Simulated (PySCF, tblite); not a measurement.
# C₄H₅N₂O radical: geometry, infrared bands and EPR parameters

Wanted: the infrared bands and EPR parameters of C₄H₅N₂O radical (`OCC1=NC[C]=N1`), by calculation.

Programs: tblite 0.8.0 and PySCF 2.14.0, with density-fitted response routines of our own. Each step states its level of theory. These are calculated values for one molecule in the gas phase, unless marked as measured. Atoms are numbered from 0 throughout.

## 1. Starting geometry

12 atoms, charge 0, multiplicity 2; geometry from: force field or distance geometry start.

Bonds of the start (Å): O0–C1 1.41, C1–C2 1.52, C2–N3 1.33, N3–C4 1.50, C4–C5 1.43, C5–N6 1.16, N6–C2 1.37, O0–H7 0.98, C1–H8 1.09, C1–H9 1.11, C4–H10 1.09, C4–H11 1.09.

## 2. Optimising the geometry with GFN2-xTB

Job settings and geometry (Å):

```
{"job": {"kind": "relax", "xc": "GFN2-xTB", "basis": "xTB"}, "charge": 0, "multiplicity": 2}
O     -1.945500    -1.106500    -0.922200
C     -1.512500    -0.688900     0.353700
C     -0.096700    -0.127300     0.321800
N      0.386500     0.477500    -0.755900
C      1.758400     0.867000    -0.295800
C      1.647000     0.357100     1.035700
N      0.696600    -0.172400     1.440800
H     -1.590500    -0.441200    -1.545900
H     -2.180500     0.074200     0.742600
H     -1.541500    -1.554300     1.042800
H      1.869300     1.952200    -0.357600
H      2.510600     0.361700    -0.909400
```

Launch:

```bash
> OMP_NUM_THREADS=1 python probes_run.py task.json out
```

One launch serves the whole session: the jobs run in the order shown.

Output:

```text
step      E/eV     max force
  0    -567.59912   10.484
  1    -567.67013    6.337
  2    -568.22340    3.388
  3    -568.22176    4.934
  4    -568.35326    0.867
  5    -568.36295    0.267
  6    -568.36910    0.319
  7    -568.37246    0.310
  8    -568.37583    0.177
  9    -568.37751    0.111
 10    -568.37908    0.144
 11    -568.37978    0.099
 12    -568.38009    0.053
 13    -568.38029    0.064
 14    -568.38058    0.096
 15    -568.38096    0.090
 16    -568.38137    0.074
 17    -568.38178    0.062
 18    -568.38227    0.121
 19    -568.38302    0.178
 20    -568.38414    0.192
 21    -568.38536    0.130
 22    -568.38626    0.094
 23    -568.38695    0.085
 24    -568.38774    0.124
 25    -568.38869    0.137
 26    -568.38960    0.097
 27    -568.39028    0.074
 28    -568.39079    0.069
 29    -568.39130    0.067
 30    -568.39180    0.061
 31    -568.39223    0.050
 32    -568.39258    0.056
 33    -568.39297    0.066
 34    -568.39340    0.080
 35    -568.39381    0.071
 36    -568.39423    0.060
 37    -568.39479    0.068
 38    -568.39525    0.066
 39    -568.39567    0.050
 40    -568.39591    0.045
 41    -568.39605    0.032
 42    -568.39616    0.032
 43    -568.39627    0.027
 44    -568.39637    0.027
 45    -568.39647    0.031
 46    -568.39658    0.028
 47    -568.39666    0.029
 48    -568.39673    0.027
 49    -568.39678    0.024
 50    -568.39682    0.017
 51    -568.39685    0.012
 52    -568.39686    0.009
```

Wall time 0.24 s (1 thread of Arm Neoverse V1, shared host).

Step by step: (not every step is listed) (the energy doesn't fall at every step)

```csv
step,energy from step 0 (eV),largest force (eV/Å)
0,0.0000,10.4838
1,-0.0710,6.3366
2,-0.6243,3.3879
3,-0.6226,4.9335
4,-0.7541,0.8671
5,-0.7638,0.2671
6,-0.7700,0.3187
7,-0.7733,0.3103
8,-0.7767,0.1767
11,-0.7807,0.0993
14,-0.7815,0.0958
17,-0.7827,0.0625
20,-0.7850,0.1924
23,-0.7878,0.0847
26,-0.7905,0.0967
29,-0.7922,0.0667
32,-0.7935,0.0556
35,-0.7947,0.0706
38,-0.7961,0.0663
41,-0.7969,0.0316
44,-0.7973,0.0267
47,-0.7975,0.0292
48,-0.7976,0.0273
49,-0.7977,0.0235
50,-0.7977,0.0168
51,-0.7977,0.0120
52,-0.7977,0.0095
```

Close pairs (by a distance rule), those that changed most:

```csv
bond,before (Å),after (Å),change (Å)
C5–N6,1.161,1.257,+0.097
C4–C5,1.430,1.493,+0.063
N3–C4,1.499,1.440,-0.059
C1–C2,1.523,1.481,-0.042
C2–N3,1.327,1.288,-0.038
C2–N6,1.372,1.407,+0.034
C1–H8,1.086,1.103,+0.016
O0–H7,0.979,0.967,-0.011
```

The final coordinates are the input of the step that follows.

## 3. Vibrational analysis with GFN2-xTB

Job settings and geometry (Å):

```
{"job": {"kind": "ir", "xc": "GFN2-xTB", "basis": "xTB"}, "charge": 0, "multiplicity": 2}
O     -2.025917    -0.865601    -0.944049
C     -1.503525    -0.715522     0.345773
C     -0.143009    -0.129804     0.329505
N      0.426814     0.318755    -0.735465
C      1.717674     0.813126    -0.333267
C      1.686123     0.531573     1.132575
N      0.614767    -0.009087     1.508290
H     -1.480636    -0.339909    -1.545751
H     -2.151002    -0.061489     0.952958
H     -1.473427    -1.696291     0.836399
H      1.815728     1.877143    -0.551853
H      2.517609     0.276420    -0.844622
```

Output:

```text
mode    cm-1     km/mol
  1      57.2     35.47
  2     176.8     18.21
  3     216.2     73.66
  4     237.8     29.38
  5     346.2     32.58
  6     436.5      3.81
  7     587.2     25.84
  8     678.7     32.18
  9     772.1     28.32
 10     813.6      0.66
 11     936.6      5.67
 12     954.9      8.54
 13     960.6     24.19
 14    1025.3      2.14
 15    1075.1     22.93
 16    1099.4    126.20
 17    1108.9     25.57
 18    1161.3      5.80
 19    1202.9     21.08
 20    1238.7    158.77
 21    1341.3     50.64
 22    1352.8     22.29
 23    1442.8     20.96
 24    1557.5     14.41
 25    1667.3    170.20
 26    2843.2     24.65
 27    2923.8     13.71
 28    2971.8      0.91
 29    2990.0      1.37
 30    3474.0     36.31
```

Wall time 0.26 s (1 thread of Arm Neoverse V1, shared host).

The strongest bands and the atoms that carry them (share of the mass-weighted mode):

```csv
cm⁻¹,km/mol,atoms
57,35.5,"O0 33 %, C1 16 %, N3 12 %, H8 10 %"
216,73.7,"H7 29 %, C2 16 %, N3 14 %"
346,32.6,"C5 25 %, H11 21 %, H10 21 %, N6 16 %"
1099,126.2,"C1 17 %, O0 16 %, N3 13 %, C2 13 %"
1239,158.8,"H7 46 %, C2 16 %, H8 12 %, C1 11 %"
1341,50.6,"H7 19 %, H9 16 %, C1 15 %, H11 13 %"
1667,170.2,"C5 46 %, N6 35 %, C2 11 %"
3474,36.3,H7 94 %
```

## 4. EPR parameters: B3LYP/pcH-1

Same as in step 3 but for these lines:

```diff
@@ -1,2 +1,2 @@
-{"job": {"kind": "ir", "xc": "GFN2-xTB", "basis": "xTB"}, "charge": 0, "multiplicity": 2}
+{"job": {"kind": "epr", "basis": "pcH-1"}, "charge": 0, "multiplicity": 2}
 O     -2.025917    -0.865601    -0.944049
```

With the program's defaults for keys left out, this is: UKS B3LYP, pcH-1 on C H N O, non-relativistic, mean-field spin-orbit, GIAO.

Output:

```text
UKS, coarse grid
  cycle   1  E = -339.94967857  |g| = 5.45e-01
  cycle   2  E = -339.08845255  |g| = 1.34e+00
  cycle   3  E = -340.01957181  |g| = 2.71e-01
  cycle   4  E = -340.05630490  |g| = 1.04e-01
  cycle   5  E = -340.05955714  |g| = 6.39e-02
  cycle   6  E = -340.06106541  |g| = 3.30e-02
  cycle   7  E = -340.06151937  |g| = 8.14e-03
  cycle   8  E = -340.06155289  |g| = 3.11e-03
  cycle   9  E = -340.06156039  |g| = 1.34e-03
  cycle  10  E = -340.06156230  |g| = 9.50e-04
UKS, final grid
  cycle   1  E = -340.06153153  |g| = 1.61e-03
  cycle   2  E = -340.06152862  |g| = 3.19e-03
  cycle   3  E = -340.06153295  |g| = 2.86e-04
  cycle   4  E = -340.06153303  |g| = 1.82e-04
  cycle   5  E = -340.06153315  |g| = 9.83e-05
  cycle   6  E = -340.06153315  |g| = 3.68e-05
  cycle   7  E = -340.06153315  |g| = 1.14e-05
E = -340.06153315 Eh   <S^2> = 0.7565 (exact 0.7500)
g shifts (ppm)      1          2          3
  rmc          -188       -188       -188
  gc             19         31        -68
  oz_so       -1954        -67       1118
  total       -2124       -224        862
hyperfine (MHz)  atom isotope    a_iso     a_fc   dipolar eigenvalues
    0   17O       1.08       1.08     -3.58      1.59      1.99
    1   13C      -2.35      -2.35     -0.80     -0.64      1.44
    2   13C     125.64     125.64     -9.59     -5.55     15.14
    3   14N      -3.95      -3.95     -5.41     -0.95      6.36
    4   13C     113.78     113.78    -12.94    -12.50     25.44
    5   13C     534.82     534.82    -67.42    -51.21    118.64
    6   14N      93.50      93.50     -8.27     -0.09      8.36
    7    1H      -0.66      -0.66     -2.32      0.42      1.90
    8    1H       1.50       1.50     -1.64     -1.19      2.83
    9    1H       1.24       1.24     -1.68     -1.18      2.85
   10    1H     -11.38     -11.38     -7.99     -5.33     13.32
   11    1H     -11.41     -11.41     -7.98     -5.33     13.31
```

Run time: 49 s. Hardware: 1 thread of Arm Neoverse V1, shared host; peak memory 0.82 GiB.

Principal g values 2.00020, 2.00210, 2.00318; g(iso) = 2.00182, against 2.00232 for a free electron.

Hyperfine couplings; where a row names several nuclei, a(iso) is their mean (it holds for fast rotation or exchange) and the dipolar term the largest among them:

```csv
nuclei,isotope,a(iso) (MHz),"a(iso) (G, at g = 2.0023)",largest dipolar term (MHz)
C5,13C,534.8,190.8,118.6
C2,13C,125.6,44.8,15.1
C4,13C,113.8,40.6,25.4
N6,14N,93.5,33.4,8.4
"H10, H11",1H,-11.4,-4.1,13.3
N3,14N,-3.9,-1.4,6.4
C1,13C,-2.4,-0.8,1.4
"H8, H9",1H,1.4,0.5,2.9
O0,17O,1.1,0.4,-3.6
H7,1H,-0.7,-0.2,-2.3
```

Mulliken spin populations:

```csv
atom,value (e)
O0,0.01
C1,0.00
C2,0.09
N3,0.00
C4,0.05
C5,0.85
N6,0.01
H7,0.00
H8,0.00
H9,0.00
H10,0.00
H11,0.00
```

In first order the couplings over 0.8 MHz of 14N, 1H give 81 distinct lines over 78.6 G, if the averaged nuclei exchange fast.

Orbitals, density, ELF and potential are computed afterwards from the orbital file.

ELF in a plane through or near 8 of the atoms.

Values, 10 rows by 14 columns:
```
0.00 0.00 0.00 0.00 0.00 0.00 0.00 0.00 0.00 0.00 0.00 0.00 0.00 0.00
0.00 0.00 0.00 0.02 0.04 0.02 0.22 0.20 0.01 0.00 0.00 0.00 0.00 0.00
0.00 0.00 0.15 0.77 0.69 0.21 0.89 0.90 0.18 0.00 0.01 0.00 0.00 0.00
0.00 0.00 0.37 0.92 0.87 0.76 0.52 0.81 0.04 0.20 0.28 0.05 0.00 0.00
0.00 0.00 0.02 0.29 0.87 0.48 0.61 0.40 0.75 0.50 0.73 0.11 0.00 0.00
0.00 0.00 0.08 0.55 0.42 0.83 0.70 0.61 0.58 0.65 0.52 0.14 0.01 0.00
0.00 0.00 0.06 0.39 0.43 0.64 0.85 0.68 0.23 0.73 0.64 0.80 0.13 0.00
0.00 0.00 0.01 0.03 0.01 0.34 0.84 0.24 0.55 0.80 0.41 0.33 0.02 0.00
0.00 0.00 0.00 0.00 0.00 0.00 0.04 0.01 0.02 0.05 0.01 0.00 0.00 0.00
0.00 0.00 0.00 0.00 0.00 0.00 0.00 0.00 0.00 0.00 0.00 0.00 0.00 0.00
```
The map spans 10.1 Å across and 8.5 Å up, centred on the molecule. Atoms in the plane (x, y in Å): O0 (2.1, -1.1), C1 (1.7, 0.2), C2 (0.2, 0.3), N3 (-0.6, -0.7), C4 (-1.9, -0.2), C5 (-1.7, 1.2), N6 (-0.5, 1.5), H7 (1.4, -1.7).

On the surface of density 0.002 e/bohr³ the electrostatic potential runs, from the 1st to the 99th percentile, from -1.65 V near O0 to 1.51 V near H10.

The spin density lies nearest to C5 69 %; N6 9 %; C2, C4 about 7 % each.

## 5. Results

```
                                 quantity                  value
strongest single infrared mode (GFN2-xTB)  1667 cm⁻¹, 170 km/mol
             zero-point energy (GFN2-xTB)          53.8 kcal/mol
                           g(iso) (B3LYP)                2.00182
                                     ⟨S²⟩     0.757 (exact 0.75)
       largest a(iso) (averaged by class)   13C on C5, 534.8 MHz
    surface potential, 1st and 99th percentile     -1.65 V and 1.51 V
```

What this shows: The optimisation took 52 steps and gained 0.798 eV; among the close pairs (by a distance rule), C5–N6 changed most, from 1.161 to 1.257 Å. No mode is imaginary among the 30: a minimum at this level. The strongest single mode, at 1667 cm⁻¹, moves mainly C5 and N6. GFN2-xTB is a fitted tight-binding method: band positions and strengths are rough. Its intensities can rank the bands wrongly. C5 carries the largest spin population, 0.85 e. The isotropic g lies 0.5 ppt below the free-electron value.
